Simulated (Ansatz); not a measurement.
# C2H6In (SMILES C[In]C): UPBE/def2-SVPD (core potential)

What is the vertical doublet–quartet gap of C2H6In at UPBE/def2-SVPD (core potential)? 

Program for the calculation: Ansatz 0.2.0.

33 further runs of the same task are left out: 33 set aside as unsound or not needed.

### 1 The molecule

The species is C2H6In (9 atoms), meant as a doublet with charge 0. SMILES: `C[In]C`. The shape is that of a PBE0-D4/def2-TZVP optimisation.

Bond lengths: C1–In2 2.198 Å, In2–C3 2.198 Å, C1–H4 1.093 Å, C1–H5 1.089 Å, C1–H6 1.093 Å, C3–H7 1.093 Å, C3–H8 1.089 Å, C3–H9 1.093 Å. Some angles: C1–In2–C3 117.7°, In2–C1–H4 108.5°, In2–C1–H5 112.1°, In2–C1–H6 108.5°, In2–C3–H7 108.5°, In2–C3–H8 112.1°, In2–C3–H9 108.5°, H4–C1–H5 109.5°, H4–C1–H6 108.7°, H5–C1–H6 109.5°.

### 2 The energy at UPBE/def2-SVPD (core potential)

in.yaml reads:

```yaml
crystal:
  periodic: [false, false, false]
  atoms:
    - {symbol: C, position_ang: [0.456290, 1.815870, 0.183390]}
    - {symbol: In, position_ang: [0.277560, 0.050300, -1.113490]}
    - {symbol: C, position_ang: [-0.450470, -1.814830, -0.206650]}
    - {symbol: H, position_ang: [-0.527030, 2.036110, 0.607180]}
    - {symbol: H, position_ang: [0.821920, 2.686500, -0.358540]}
    - {symbol: H, position_ang: [1.143860, 1.578810, 0.999510]}
    - {symbol: H, position_ang: [-1.445190, -1.633350, 0.208840]}
    - {symbol: H, position_ang: [-0.500920, -2.628420, -0.928380]}
    - {symbol: H, position_ang: [0.223960, -2.091000, 0.608130]}
basis:
  gaussian:
    orbitals: def2-SVPD
magnetization:
  spin_polarized: true
  initial_magnetization: 1
hamiltonian:
  xc: {name: PBE}
accuracy: high
output: {orbitals: {seedname: orbitals}}
```

On the command line:

```bash
$ ansatz run in.yaml --threads 1 --pin off --max-ram 3480MiB --events-out events.jsonl --progress --plain --runs-dir runs
```

The program printed:

```text
Warning: RAYON_NUM_THREADS=1 ignored (pool sized by the plan → 1); use --threads N
Functional definition: PBE
  name "PBE"
  parameter kappa = 0.804
  parameter beta = 0.06672455060314922
  exchange = pbe_x(kappa = kappa, mu = beta*pi^2/3)
  correlation = pbe_c(beta = beta)
2623 factors; integrals over basis functions are off by at most 2.6e-9 eV
mean field evaluation 1: about -7322.4368 eV, gradient 5.8e1 eV
mean field evaluation 2: about -7265.9870 eV, gradient 9.1e1 eV
mean field evaluation 4: about -7339.7422 eV, gradient 3.8e0 eV
mean field evaluation 8: about -7339.8671 eV, gradient 5.2e-2 eV
mean field evaluation 16: about -7339.8671 eV, gradient 1.5e-5 eV
mean field -7339.86708685 eV, -269.7351403013 hartree, gradient 2.2e-8 eV, S^2 0.751453; 0 other end points of the search recorded, 0 dependent functions left out
reference -7339.86709258 eV, -269.7351405116 hartree; 20, 19 occupied and 100, 101 virtual orbitals, 2623 factors
Total energy: -7339.86709258 eV, -269.7351405116 hartree
```

Run time: 17 s. Hardware: 1 thread of Arm Neoverse V1, shared host; peak memory 0.45 GiB.

### 3 The quartet, same level

job.yaml reads:

```yaml
basis:
  gaussian:
    orbitals: def2-SVPD
crystal:
  periodic: [false, false, false]
  atoms:
    - {symbol: C, position_ang: [0.456290, 1.815870, 0.183390]}
    - {symbol: In, position_ang: [0.277560, 0.050300, -1.113490]}
    - {symbol: C, position_ang: [-0.450470, -1.814830, -0.206650]}
    - {symbol: H, position_ang: [-0.527030, 2.036110, 0.607180]}
    - {symbol: H, position_ang: [0.821920, 2.686500, -0.358540]}
    - {symbol: H, position_ang: [1.143860, 1.578810, 0.999510]}
    - {symbol: H, position_ang: [-1.445190, -1.633350, 0.208840]}
    - {symbol: H, position_ang: [-0.500920, -2.628420, -0.928380]}
    - {symbol: H, position_ang: [0.223960, -2.091000, 0.608130]}
output:
  orbitals: {seedname: orbitals}
accuracy: high
magnetization:
  spin_polarized: true
  initial_magnetization: 3
hamiltonian:
  xc: {name: PBE}
```

On the command line:

```bash
$ ansatz run job.yaml --threads 1 --pin off --max-ram 3480MiB --events-out events.jsonl --progress --plain --runs-dir runs
```

The program printed, shortened:

```text
Warning: RAYON_NUM_THREADS=1 ignored (pool sized by the plan → 1); use --threads N
[... 6 set-up lines as earlier in the session ...]
2623 factors; integrals over basis functions are off by at most 2.6e-9 eV
mean field evaluation 1: about -7325.6636 eV, gradient 4.5e1 eV
mean field evaluation 2: about -7309.0160 eV, gradient 6.5e1 eV
mean field evaluation 4: about -7335.9869 eV, gradient 2.1e0 eV
mean field evaluation 8: about -7336.0169 eV, gradient 6.2e-2 eV
mean field evaluation 16: about -7336.0169 eV, gradient 1.1e-5 eV
mean field -7336.01693415 eV, -269.5936497991 hartree, gradient 5.6e-8 eV, S^2 3.755270; 0 other end points of the search recorded, 0 dependent functions left out
reference -7336.01693944 eV, -269.5936499934 hartree; 21, 18 occupied and 99, 102 virtual orbitals, 2623 factors
Total energy: -7336.01693944 eV, -269.5936499934 hartree
```

It took 16 s on 1 thread of Arm Neoverse V1, shared host; peak memory 0.45 GiB.

### 4 Results

At UPBE/def2-SVPD (core potential):

| quantity | value |
| --- | --- |
| doublet: total energy | -269.73514 Eh |
| doublet: HOMO energy (highest over α and β) | -3.97 eV |
| doublet: LUMO energy (lowest over α and β) | -3.04 eV |
| doublet: ⟨S²⟩ | 0.751 |
| quartet: total energy | -269.59365 Eh |
| quartet: HOMO energy (highest over α and β) | -2.29 eV |
| quartet: ⟨S²⟩ | 3.755 |
| vertical energy of the quartet above the doublet | 3.850 eV |

In words: At this shape the quartet lies 3.85 eV (371 kJ/mol) above the doublet.
